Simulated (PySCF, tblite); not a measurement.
# C₄H₁₄FPSi₂: geometry, infrared bands and NMR shifts

Aim: predict the infrared bands and NMR shifts of C₄H₁₄FPSi₂ (`CC(C)(C)[Si@H](F)[SiH2]P`).

Computed with tblite 0.8.0 and PySCF 2.14.0, with density-fitted response routines of our own, on a single molecule in the gas phase. Atoms count from 0, in the outputs and in this text.

## (1) The molecule as given

22 atoms, charge 0, multiplicity 1; geometry from: force field or distance geometry start.

Bonds of the start (Å): C0–C1 1.50, C1–C2 1.51, C1–C3 1.53, C1–Si4 1.82, Si4–F5 1.71, Si4–Si6 2.20, Si6–P7 2.23, C0–H8 1.10, C0–H9 1.13, C0–H10 1.12, C2–H11 1.13, C2–H12 1.11, C2–H13 1.10, C3–H14 1.11, C3–H15 1.09, C3–H16 1.12, Si4–H17 1.47, Si6–H18 1.48, Si6–H19 1.46, P7–H20 1.45, P7–H21 1.46.

## (2) Optimising the geometry with GFN2-xTB

The job: settings as JSON, then the geometry in Å.

```
{"job": {"kind": "relax", "xc": "GFN2-xTB", "basis": "xTB"}, "charge": 0, "multiplicity": 1}
C     -1.853900    -0.898600    -0.945200
C     -1.033200    -0.066300    -0.008900
C     -0.607400    -0.957900     1.138900
C     -1.970800     0.982200     0.583400
Si     0.311100     0.848100    -0.832900
F     -0.171400     1.111800    -2.449300
Si     2.306900    -0.076500    -0.832600
P      3.312900     0.019700     1.154100
H     -1.270200    -1.781200    -1.233100
H     -2.791200    -1.256700    -0.422600
H     -2.165500    -0.338400    -1.858300
H     -1.545600    -1.487800     1.479400
H     -0.234000    -0.388000     2.020700
H      0.099300    -1.746600     0.853100
H     -2.521600     0.605500     1.469900
H     -2.658700     1.340700    -0.188700
H     -1.307400     1.847200     0.839800
H      0.455600     2.192900    -0.247700
H      3.157800     0.738700    -1.721700
H      2.340500    -1.435600    -1.358800
H      4.600400    -0.635800     0.995400
H      3.535900     1.401800     1.564200
```

Started as:

```console
OMP_NUM_THREADS=1 python probes_run.py task.json out
```

The driver reads the jobs from task.json and runs them one after another.

What it wrote:

```text
step      E/eV     max force
  0    -718.92122    2.745
  1    -719.33008    1.364
  2    -719.54706    1.092
  3    -719.68918    1.347
  4    -719.91308    0.758
  5    -719.95211    0.401
  6    -719.97943    0.342
  7    -719.99852    0.462
  8    -720.02771    0.564
  9    -720.05170    0.384
 10    -720.07027    0.276
 11    -720.08448    0.269
 12    -720.10039    0.356
 13    -720.11492    0.337
 14    -720.12400    0.264
 15    -720.12946    0.174
 16    -720.13379    0.168
 17    -720.13854    0.168
 18    -720.14434    0.252
 19    -720.15066    0.311
 20    -720.15696    0.261
 21    -720.16252    0.195
 22    -720.16649    0.126
 23    -720.16952    0.138
 24    -720.17252    0.167
 25    -720.17547    0.156
 26    -720.17849    0.154
 27    -720.18181    0.131
 28    -720.18563    0.130
 29    -720.19053    0.194
 30    -720.19650    0.246
 31    -720.20143    0.209
 32    -720.20400    0.117
 33    -720.20558    0.084
 34    -720.20703    0.096
 35    -720.20856    0.142
 36    -720.21042    0.129
 37    -720.21253    0.078
 38    -720.21422    0.073
 39    -720.21543    0.087
 40    -720.21705    0.092
 41    -720.21854    0.075
 42    -720.21995    0.074
 43    -720.22113    0.081
 44    -720.22211    0.076
 45    -720.22280    0.060
 46    -720.22322    0.041
 47    -720.22350    0.036
 48    -720.22373    0.048
 49    -720.22395    0.046
 50    -720.22418    0.044
 51    -720.22439    0.032
 52    -720.22461    0.044
 53    -720.22486    0.048
 54    -720.22513    0.044
 55    -720.22532    0.028
 56    -720.22547    0.026
 57    -720.22563    0.036
 58    -720.22588    0.066
 59    -720.22623    0.079
 60    -720.22661    0.062
 61    -720.22691    0.034
 62    -720.22716    0.035
 63    -720.22744    0.060
 64    -720.22779    0.066
 65    -720.22810    0.040
 66    -720.22830    0.025
 67    -720.22844    0.030
 68    -720.22859    0.043
 69    -720.22880    0.042
 70    -720.22904    0.037
 71    -720.22928    0.032
 72    -720.22951    0.035
 73    -720.22973    0.036
 74    -720.22995    0.034
 75    -720.23013    0.028
 76    -720.23026    0.027
 77    -720.23038    0.027
 78    -720.23049    0.026
 79    -720.23061    0.029
 80    -720.23074    0.024
 81    -720.23087    0.026
 82    -720.23101    0.022
 83    -720.23115    0.030
 84    -720.23133    0.031
 85    -720.23153    0.035
 86    -720.23178    0.036
 87    -720.23207    0.041
 88    -720.23239    0.041
 89    -720.23271    0.041
 90    -720.23301    0.048
 91    -720.23335    0.051
 92    -720.23383    0.061
 93    -720.23461    0.093
 94    -720.23571    0.105
 95    -720.23678    0.072
 96    -720.23748    0.041
 97    -720.23786    0.043
 98    -720.23817    0.046
 99    -720.23853    0.061
100    -720.23900    0.052
101    -720.23960    0.047
102    -720.23987    0.036
103    -720.24021    0.051
104    -720.24057    0.052
105    -720.24097    0.047
106    -720.24136    0.045
107    -720.24177    0.034
108    -720.24213    0.038
109    -720.24236    0.042
110    -720.24263    0.039
111    -720.24288    0.036
112    -720.24332    0.034
113    -720.24362    0.036
114    -720.24419    0.052
115    -720.24488    0.067
116    -720.24589    0.100
117    -720.24689    0.093
118    -720.24778    0.081
119    -720.24839    0.051
120    -720.24890    0.047
121    -720.24931    0.046
122    -720.24986    0.044
123    -720.25049    0.063
124    -720.25127    0.077
125    -720.25201    0.067
126    -720.25258    0.055
127    -720.25304    0.053
128    -720.25361    0.052
129    -720.25385    0.101
130    -720.25449    0.066
131    -720.25489    0.045
132    -720.25529    0.049
133    -720.25569    0.049
134    -720.25599    0.035
135    -720.25615    0.023
136    -720.25626    0.036
137    -720.25643    0.058
138    -720.25671    0.070
139    -720.25711    0.065
140    -720.25759    0.048
141    -720.25803    0.050
142    -720.25842    0.059
143    -720.25881    0.054
144    -720.25925    0.039
145    -720.25965    0.046
146    -720.26000    0.056
147    -720.26037    0.061
148    -720.26085    0.063
149    -720.26147    0.070
150    -720.26216    0.089
151    -720.26282    0.097
152    -720.26355    0.065
153    -720.26443    0.063
154    -720.26584    0.084
155    -720.26707    0.096
156    -720.26820    0.075
157    -720.26879    0.093
158    -720.26931    0.086
159    -720.26999    0.065
160    -720.27056    0.037
161    -720.27111    0.042
162    -720.27160    0.050
163    -720.27212    0.056
164    -720.27265    0.066
165    -720.27326    0.056
166    -720.27400    0.077
167    -720.27499    0.095
168    -720.27612    0.102
169    -720.27722    0.121
170    -720.27837    0.106
171    -720.27992    0.073
172    -720.28185    0.078
173    -720.28274    0.061
174    -720.28350    0.056
175    -720.28411    0.052
176    -720.28469    0.060
177    -720.28483    0.079
178    -720.28549    0.052
179    -720.28585    0.036
180    -720.28628    0.029
181    -720.28657    0.039
182    -720.28686    0.040
183    -720.28732    0.044
184    -720.28792    0.040
185    -720.28847    0.061
186    -720.28895    0.041
187    -720.28936    0.038
188    -720.28970    0.035
189    -720.28996    0.033
190    -720.29016    0.032
191    -720.29034    0.027
192    -720.29055    0.025
193    -720.29079    0.032
194    -720.29103    0.036
195    -720.29128    0.033
196    -720.29155    0.033
197    -720.29187    0.041
198    -720.29222    0.044
199    -720.29251    0.035
200    -720.29269    0.031
201    -720.29284    0.031
202    -720.29301    0.028
203    -720.29322    0.039
204    -720.29347    0.040
205    -720.29371    0.030
206    -720.29392    0.028
207    -720.29410    0.030
208    -720.29429    0.027
209    -720.29448    0.029
210    -720.29462    0.022
211    -720.29471    0.014
212    -720.29476    0.011
213    -720.29480    0.016
214    -720.29484    0.016
215    -720.29488    0.018
216    -720.29492    0.016
217    -720.29496    0.010
218    -720.29499    0.014
219    -720.29502    0.012
220    -720.29504    0.010
221    -720.29507    0.012
222    -720.29512    0.017
223    -720.29519    0.022
224    -720.29528    0.027
225    -720.29537    0.025
226    -720.29547    0.024
227    -720.29556    0.022
228    -720.29564    0.018
229    -720.29571    0.018
230    -720.29578    0.016
231    -720.29584    0.017
232    -720.29591    0.021
233    -720.29595    0.016
234    -720.29599    0.011
235    -720.29602    0.009
```

Run time: 5.7 s. Hardware: 1 thread of Intel Xeon Platinum 8259CL at 2.50GHz, shared host; peak memory 0.18 GiB.

Along the way: (not every step is listed)

```
step  energy from step 0 (eV)  largest force (eV/Å)
   0                   0.0000                2.7452
   1                  -0.4089                1.3640
   2                  -0.6258                1.0921
   3                  -0.7680                1.3469
   4                  -0.9919                0.7576
   5                  -1.0309                0.4011
   6                  -1.0582                0.3416
   7                  -1.0773                0.4617
   8                  -1.1065                0.5637
  30                  -1.2753                0.2463
  52                  -1.3034                0.0436
  74                  -1.3087                0.0345
  96                  -1.3163                0.0410
 118                  -1.3266                0.0808
 140                  -1.3364                0.0479
 162                  -1.3504                0.0497
 184                  -1.3667                0.0395
 206                  -1.3727                0.0276
 228                  -1.3744                0.0178
 230                  -1.3746                0.0162
 231                  -1.3746                0.0170
 232                  -1.3747                0.0209
 233                  -1.3747                0.0163
 234                  -1.3748                0.0107
 235                  -1.3748                0.0093
```

Close pairs (by a distance rule), those that changed most:

```
   bond  before (Å)  after (Å)  change (Å)
Si4–Si6       2.200      2.312      +0.112
 C1–Si4       1.823      1.923      +0.100
 Si4–F5       1.707      1.623      -0.084
 P7–H21       1.459      1.383      -0.076
 P7–H20       1.453      1.379      -0.075
  C0–H9       1.131      1.090      -0.041
 C2–H11       1.130      1.090      -0.041
  C0–C1       1.498      1.531      +0.033
```

The final coordinates are the input of the step that follows.

## (3) Harmonic vibrations with GFN2-xTB

The job: settings as JSON, then the geometry in Å.

```
{"job": {"kind": "ir", "xc": "GFN2-xTB", "basis": "xTB"}, "charge": 0, "multiplicity": 1}
C     -1.126952    -1.173726    -0.609133
C     -1.017785     0.125533     0.192755
C     -0.619205    -0.217767     1.628365
C     -2.378859     0.824006     0.205221
Si     0.319804     1.257962    -0.598418
F     -0.291386     1.799858    -2.001238
Si     2.250711     0.124886    -1.175334
P      2.822986    -1.301080     0.460632
H     -0.183822    -1.720783    -0.589480
H     -1.898073    -1.816983    -0.185636
H     -1.388737    -0.970053    -1.645815
H     -1.356361    -0.881649     2.078794
H     -0.551611     0.679610     2.240323
H      0.347808    -0.722952     1.650863
H     -3.136168     0.172134     0.640226
H     -2.688932     1.081609    -0.804684
H     -2.339244     1.739224     0.792560
H      0.431389     2.503311     0.164589
H      3.371806     1.029742    -1.482061
H      2.118049    -0.737827    -2.358888
H      4.124265    -1.460432     0.033680
H      3.179907    -0.315239     1.361832
```

What it wrote:

```text
mode    cm-1     km/mol
  1      39.1      1.15
  2      49.3      1.49
  3      83.3      0.93
  4     120.9      2.64
  5     135.6      4.41
  6     145.7      3.80
  7     155.8     15.18
  8     218.4      0.10
  9     245.5      5.01
 10     259.1      3.40
 11     277.0      0.90
 12     282.9      4.30
 13     339.3     28.72
 14     370.3     12.48
 15     389.7      0.41
 16     399.7      1.81
 17     438.7     11.79
 18     504.7      7.82
 19     534.4      2.43
 20     589.0    369.45
 21     614.6    203.46
 22     639.0    147.03
 23     668.5     40.63
 24     687.0     15.73
 25     717.9     68.70
 26     778.9     96.49
 27     806.6    307.60
 28     886.5     19.98
 29     968.5      0.03
 30     972.7      0.66
 31     974.1      0.52
 32    1034.7      4.65
 33    1035.0      2.92
 34    1154.3     17.32
 35    1220.7      0.98
 36    1222.9      2.44
 37    1230.2      6.26
 38    1411.6      4.19
 39    1412.3      3.08
 40    1433.5      1.80
 41    1490.4      1.40
 42    1495.0      0.15
 43    1496.7      0.13
 44    1510.3      3.85
 45    1510.9      4.94
 46    1512.9      2.60
 47    2161.0    260.71
 48    2189.4     81.36
 49    2225.6    349.20
 50    2315.6    133.01
 51    2410.2    140.02
 52    2984.1     39.52
 53    2994.7     54.00
 54    3002.3     65.39
 55    3004.8      4.33
 56    3011.2     79.81
 57    3022.1      2.12
 58    3025.4      4.11
 59    3027.9     75.71
 60    3038.9     31.24
```

Wall time 4.1 s (1 thread of Intel Xeon Platinum 8259CL at 2.50GHz, shared host); peak memory 0.18 GiB.

The strongest bands and the atoms that carry them (share of the mass-weighted mode):

```
cm⁻¹  km/mol                         atoms
 589   369.4  H17 38 %, H18 16 %, H19 11 %
 615   203.5  H18 23 %, H17 18 %, H19 12 %
 639   147.0  H17 31 %, Si4 24 %, H20 21 %
 807   307.6            H19 40 %, H18 37 %
2161   260.7                      H18 93 %
2226   349.2                      H17 93 %
2316   133.0            H21 65 %, H20 32 %
2410   140.0            H20 65 %, H21 32 %
```

## (4) NMR shieldings: PBE0/pcSseg-1

The job, as its differences from that of step 3:

```diff
@@ -1,2 +1,2 @@
-{"job": {"kind": "ir", "xc": "GFN2-xTB", "basis": "xTB"}, "charge": 0, "multiplicity": 1}
+{"job": {"kind": "nmr", "xc": "PBE0", "basis": "pcSseg-1"}, "charge": 0, "multiplicity": 1}
 C     -1.126952    -1.173726    -0.609133
```

With the program's defaults for keys left out, this is: GIAO PBE0/pcSseg-1 NMR shielding, non-relativistic, gas phase.

What it wrote:

```text
coarse grid: 18984 points
cycle   1  E = -1180.2240279474  dE =  4.449e-01  |g| = 6.546e-01  |ddm| = 4.021e+00
cycle   2  E = -1180.1470565242  dE =  7.697e-02  |g| = 9.597e-01  |ddm| = 1.503e+00
cycle   3  E = -1180.3106846819  dE = -1.636e-01  |g| = 8.119e-02  |ddm| = 9.586e-01
cycle   4  E = -1180.3117604104  dE = -1.076e-03  |g| = 3.364e-02  |ddm| = 9.650e-02
cycle   5  E = -1180.3119972053  dE = -2.368e-04  |g| = 7.398e-03  |ddm| = 3.707e-02
cycle   6  E = -1180.3120092282  dE = -1.202e-05  |g| = 2.846e-03  |ddm| = 1.055e-02
cycle   7  E = -1180.3120110429  dE = -1.815e-06  |g| = 3.777e-04  |ddm| = 2.510e-03
final grid: 167424 points
cycle   8  E = -1180.3647624182  dE = -5.983e-05  |g| = 8.834e-03  |ddm| = 4.128e-02
cycle   9  E = -1180.3647527858  dE =  9.632e-06  |g| = 1.066e-02  |ddm| = 1.786e-02
cycle  10  E = -1180.3647824332  dE = -2.965e-05  |g| = 9.131e-04  |ddm| = 1.024e-02
cycle  11  E = -1180.3647826054  dE = -1.722e-07  |g| = 2.970e-04  |ddm| = 1.168e-03
cycle  12  E = -1180.3647826246  dE = -1.918e-08  |g| = 6.403e-05  |ddm| = 2.824e-04
cycle  13  E = -1180.3647826251  dE = -5.482e-10  |g| = 3.076e-05  |ddm| = 8.365e-05
converged SCF energy = -1180.3647826251

GIAO shielding tensors (ppm)
atom      isotropic    diamagn.    paramagn.     s11        s22        s33       span
  0 C      159.153     250.087     -90.934    141.956    151.001    184.503     42.547
  1 C      159.763     250.045     -90.282    149.696    164.086    165.507     15.811
  2 C      161.148     250.426     -89.278    146.977    150.861    185.606     38.629
  3 C      158.226     246.902     -88.676    140.249    147.590    186.839     46.590
  4 Si     313.372     879.124    -565.752    261.405    315.553    363.158    101.754
  5 F      398.118     469.365     -71.247    353.428    394.735    446.191     92.763
  6 Si     449.937     881.536    -431.600    421.433    450.578    477.799     56.366
  7 P      631.211     967.892    -336.682    575.002    600.242    718.388    143.385
  8 H       30.265      32.609      -2.344     24.939     29.785     36.072     11.133
  9 H       30.831      32.166      -1.335     27.076     28.481     36.937      9.861
 10 H       30.211      32.258      -2.047     26.669     27.910     36.054      9.385
 11 H       30.929      32.038      -1.109     27.557     28.348     36.882      9.325
 12 H       30.962      32.379      -1.417     27.549     27.953     37.386      9.837
 13 H       30.678      32.568      -1.890     23.997     29.761     38.275     14.277
 14 H       30.894      30.559       0.335     27.033     28.504     37.144     10.111
 15 H       30.162      30.262      -0.100     25.509     28.482     36.495     10.986
 16 H       30.592      30.385       0.207     26.270     27.951     37.554     11.284
 17 H       26.271      30.653      -4.382     23.606     24.810     30.397      6.791
 18 H       27.385      29.580      -2.194     22.770     25.371     34.015     11.245
 19 H       27.622      30.320      -2.698     24.573     25.450     32.841      8.268
 20 H       30.423      28.928       1.495     24.362     26.609     40.297     15.936
 21 H       30.906      30.773       0.133     25.539     28.639     38.539     13.000
```

Wall time 1.7 min (1 thread of Intel Xeon Platinum 8259CL at 2.50GHz, shared host); peak memory 1.1 GiB.

Shifts follow as δ = σ(reference) − σ, with reference shieldings (ppm) from runs at the same level and on the same kind of geometry: ¹H TMS 31.72, ¹³C TMS 186.9, ²⁹Si TMS 349.2, ¹⁹F CFCl3 170.9, ³¹P H3PO4 318.4. The references are single molecules in the gas phase, so shifts against H2O, NH3, PH3, H3PO4 or CFCl3 are not on the usual liquid scales and can be off by tens of ppm. Atoms listed in one row are averaged.

```
                           atoms                                environment  σ (ppm)  δ (ppm)  δ scaled to CDCl3
                      C0, C2, C3                              methyl carbon    159.5     27.4               24.8
                              C1  fully substituted sp3 carbon bonded to Si    159.8     27.2               24.6
                             H17   hydrogen on a silicon bonded to C, F, Si    26.27     5.45                  –
                             H18      hydrogen on a silicon bonded to P, Si    27.39     4.33                  –
                             H19      hydrogen on a silicon bonded to P, Si    27.62     4.10                  –
H8, H9, H10, H11, H12 and 4 more                hydrogen on a methyl carbon    30.61     1.10               1.15
                        H20, H21      hydrogen on a phosphorus bonded to Si    30.66     1.05                  –
                             Si4              silicon bonded to C, F, Si, H    313.4     35.8                  –
                             Si6               silicon bonded to P, Si, 2 H    449.9   -100.8                  –
                              F5                      fluorine bonded to Si    398.1   -227.2                  –
                              P7               phosphorus bonded to Si, 2 H    631.2   -312.8                  –
```

The scaled column applies a straight-line fit of computed shieldings to shifts measured in CDCl3, and one for carbons that bear F (root-mean-square error 0.16 ppm for H, 1.9 ppm for C).

Charges from the same density, by scheme (e):

```
     atoms  Mulliken    IAO  Hirshfeld  ESP fit
C0, C2, C3     -0.18  -0.41      -0.12    -0.49
        C1     -0.79  -0.21      -0.06     0.39
       Si4      0.89   0.93       0.35     0.47
        F5     -0.43  -0.54      -0.21    -0.32
       Si6      0.00   0.23       0.19     0.17
        P7     -0.25  -0.10      -0.01    -0.35
```

Mayer bond orders: C0–C1 1.00, C1–C2 1.00, C1–C3 1.01, C1–Si4 0.84, Si4–F5 0.89, Si4–Si6 0.87, Si6–P7 0.99.

## (5) Results

| quantity | value |
| --- | --- |
| strongest single infrared mode (GFN2-xTB) | 589 cm⁻¹, 369 km/mol |
| zero-point energy (GFN2-xTB) | 104.2 kcal/mol |
| ¹³C shifts against TMS (PBE0/pcSseg-1, means over atoms taken as alike) | 27.4, 27.2 ppm |
| ¹H shifts against TMS (PBE0/pcSseg-1, means over atoms taken as alike) | 5.45, 4.33, 4.10, 1.10, 1.05 ppm |
| ²⁹Si shifts against TMS (PBE0/pcSseg-1) | 35.8, -100.8 ppm |
| ¹⁹F shifts against CFCl3 (PBE0/pcSseg-1) | -227.2 ppm |
| ³¹P shifts against H3PO4 (PBE0/pcSseg-1) | -312.8 ppm |

In words: Relaxing lowered the energy by 1.375 eV in 235 steps; the close pair that moved most is Si4–Si6, from 2.200 to 2.312 Å. No mode is imaginary among the 60: a minimum at this level. The strongest single mode, at 589 cm⁻¹, is spread over many atoms; the largest shares are those of H17, H18. GFN2-xTB is a fitted tight-binding method: band positions and strengths are rough. Its intensities can rank the bands wrongly. At PBE0/pcSseg-1: Shielding is most anisotropic at P7 (span 143 ppm, paramagnetic term -337 ppm).
